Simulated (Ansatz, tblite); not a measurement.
# SiH2Me(NMeEt) (C4H13NSi): removing and adding an electron

An exercise on one series of results from a longer session: the logs are not shown, and one member is left open.

Program: Ansatz 0.2.0, Gaussian basis. Level of theory: as each input shows. These are calculated values, not measurements.

The runs, in order: charge +1 doublet, at the geometry of the singlet (PBE0-D4/def2-TZVP, PBE-D4/def2-TZVP, LC-ωPBE/def2-TZVP, CCSD(T)/def2-SVP); charge -1 doublet, at the geometry of the singlet (PBE0-D4/def2-TZVPD, PBE-D4/def2-TZVPD, LC-ωPBE/def2-TZVPD); the starting singlet's energies come from earlier runs.

5 further runs of the same task are left out: 1 that didn't finish, 4 set aside as unsound or not needed.

### The geometry

The geometry is that of the singlet, from an earlier relaxation (r2SCAN-D4/def2-SVP).

19 atoms, charge 0, spin multiplicity 1.

Atoms are counted from 1 here; the program's logs count them from 0.

Bond lengths: Si1–H2 1.508 Å, Si1–H3 1.496 Å, Si1–C4 1.877 Å, Si1–N8 1.744 Å, C4–H5 1.102 Å, C4–H6 1.102 Å, C4–H7 1.102 Å, N8–C9 1.448 Å, N8–C10 1.456 Å, C9–H12 1.107 Å, C9–H13 1.110 Å, C9–H14 1.101 Å, C10–C11 1.529 Å, C10–H15 1.109 Å, C10–H16 1.104 Å, C11–H17 1.102 Å, C11–H18 1.102 Å, C11–H19 1.102 Å. Angles: H2–Si1–H3 107.0°, H2–Si1–C4 107.2°, H2–Si1–N8 114.9°, H3–Si1–C4 111.1°, H3–Si1–N8 105.9°, C4–Si1–N8 110.8°, Si1–C4–H5 109.6°, Si1–C4–H6 112.2°, Si1–C4–H7 111.3°, H5–C4–H6 107.1°, H5–C4–H7 108.2°, H6–C4–H7 108.3°, Si1–N8–C9 121.4°, Si1–N8–C10 120.8°, C9–N8–C10 114.7°, N8–C9–H12 110.4°, N8–C9–H13 114.2°, N8–C9–H14 110.6° and more.

Set-up of the first run:

Contents of in.yaml:

```yaml
crystal:
  periodic: [false, false, false]
  atoms:
    - {symbol: Si, position_ang: [0.643620, 1.300492, 0.250688]}
    - {symbol: H, position_ang: [1.489907, 1.089772, 1.480963]}
    - {symbol: H, position_ang: [1.576119, 1.648590, -0.866265]}
    - {symbol: C, position_ang: [-0.529242, 2.718290, 0.619227]}
    - {symbol: H, position_ang: [0.049960, 3.636334, 0.811360]}
    - {symbol: H, position_ang: [-1.142900, 2.529612, 1.514682]}
    - {symbol: H, position_ang: [-1.204587, 2.909749, -0.229975]}
    - {symbol: N, position_ang: [-0.235861, -0.106774, -0.284114]}
    - {symbol: C, position_ang: [-1.431633, -0.554609, 0.399579]}
    - {symbol: C, position_ang: [0.407680, -1.117612, -1.111494]}
    - {symbol: C, position_ang: [1.094226, -2.247243, -0.342631]}
    - {symbol: H, position_ang: [-2.136496, -1.015718, -0.318961]}
    - {symbol: H, position_ang: [-1.244753, -1.300723, 1.199905]}
    - {symbol: H, position_ang: [-1.953464, 0.296830, 0.864122]}
    - {symbol: H, position_ang: [-0.353376, -1.548710, -1.794066]}
    - {symbol: H, position_ang: [1.148268, -0.614352, -1.757740]}
    - {symbol: H, position_ang: [1.555728, -2.968473, -1.036443]}
    - {symbol: H, position_ang: [1.885632, -1.851565, 0.314906]}
    - {symbol: H, position_ang: [0.381159, -2.803881, 0.286257]}
basis:
  gaussian: {orbitals: def2-TZVP}
total_charge: 1
magnetization: {spin_polarized: true, initial_magnetization: 1}
hamiltonian: {xc: pbe0, dispersion: d4}
scf: {omitted_lower_state_checks: [starts]}
output: {orbitals: {seedname: orbitals}}
```

The run is started by

```sh
$ ansatz run in.yaml --threads 4 --pin off --events-out ev --progress --plain --max-ram 4787MiB
```

Among the steps run: Charge +1 doublet at the fixed geometry, PBE0-D4/def2-TZVP; Charge +1 doublet at the fixed geometry, PBE-D4/def2-TZVP; Charge +1 doublet at the fixed geometry, LC-ωPBE/def2-TZVP; Charge +1 doublet at the fixed geometry, CCSD(T)/def2-SVP.

One of the session's tables, all rows but one given; the rest of the session is left out.

```
           method  vertical ionisation energy (eV)
      HF/def2-SVP                             7.07
 PBE-D4/def2-TZVP                             7.91
PBE0-D4/def2-TZVP                             8.03
LC-ωPBE/def2-TZVP                             8.23
     MP2/def2-SVP                             8.22
    CCSD/def2-SVP                                ?
 CCSD(T)/def2-SVP                             7.98
```

Estimate the missing values for CCSD/def2-SVP.

The run gave: vertical ionisation energy (eV): 7.97. In the column «vertical ionisation energy (eV)» it lies between PBE-D4/def2-TZVP (7.91) and CCSD(T)/def2-SVP (7.98).

To keep in mind: The yardstick is in a double-zeta basis, so levels in larger sets aren't compared like for like. CCSD(T)/def2-SVP isn't at the basis-set limit; small misses against it rank nothing.
